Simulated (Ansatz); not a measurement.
# YZn: the cost of one run

Program: Ansatz 0.2.0. Level of theory: DFT r2SCAN, scalar-relativistic, plane waves, PAW. These are calculated values, not measurements.

1 further run of the same task is left out (set aside as unsound or not needed).

### 1 The structure to begin with

It takes space group Pm-3m (No. 221, cubic). The conventional cell has a = 3.565 Å, b = 3.565 Å, c = 3.565 Å, α = 90.00°, β = 90.00°, γ = 90.00°. Around Y (site symmetry m-3m) lie 8 Zn at 3.09 Å. Zn (site symmetry m-3m) has 8 Y at 3.09 Å as nearest neighbours.

Coordinates:

```
Y Zn
1.0
     3.56458    0.00000    0.00000
     0.00000    3.56458    0.00000
     0.00000    0.00000    3.56458
Y Zn
1 1
Direct
  0.00000 0.00000 0.00000
  0.50000 0.50000 0.50000
```

This cell was relaxed beforehand with the same method: volume 22.65 Å³/atom, gap on the mesh none (metal).

### 2 Bands, states and charges

input.yaml reads:

```yaml
crystal:
  lattice:
    - [3.5645806503, 0.0, 0.0]
    - [0.0, 3.5645806503, 0.0]
    - [0.0, 0.0, 3.5645806503]
  atoms:
    - { symbol: "Y", position: [0.0, 0.0, 0.0] }
    - { symbol: Zn, position: [0.5, 0.5, 0.5] }
basis:
  ecutwfc: 500
kpoints:
  mp_grid: { grid: [12, 12, 12] }
  band_path:
    path:
      - [[0.0, 0.0, 0.0], [0.0, 0.5, 0.0], [0.5, 0.5, 0.0], [0.0, 0.0, 0.0], [0.5, 0.5, 0.5], [0.0, 0.5, 0.0]]
      - [[0.5, 0.5, 0.5], [0.5, 0.5, 0.0]]
    npoints: 14
hamiltonian:
  xc: r2scan
scf:
  occupations: { method: gaussian, width: 0.1 }
  n_extra_bands: 6
output:
  forces: true
  stress: true
  eigenvalues: true
  populations: true
  dos: { projected: true, de: 0.02, nscf_kmesh: { grid: [18, 18, 18] } }
  bader: true
  write_density: true
  write_potential: true
  elf: true
  volumetric_format: npy
```

On the command line:

```
> ansatz run input.yaml --threads 1 --pin off --max-ram 2560MiB --backend cpu --events-out ev --progress --plain --runs-dir out
```

**Question.** How long does this run take on 1 thread of Arm Neoverse V2, shared host, and how much memory does it need?

About 31 s, with a peak of 0.45 GiB.
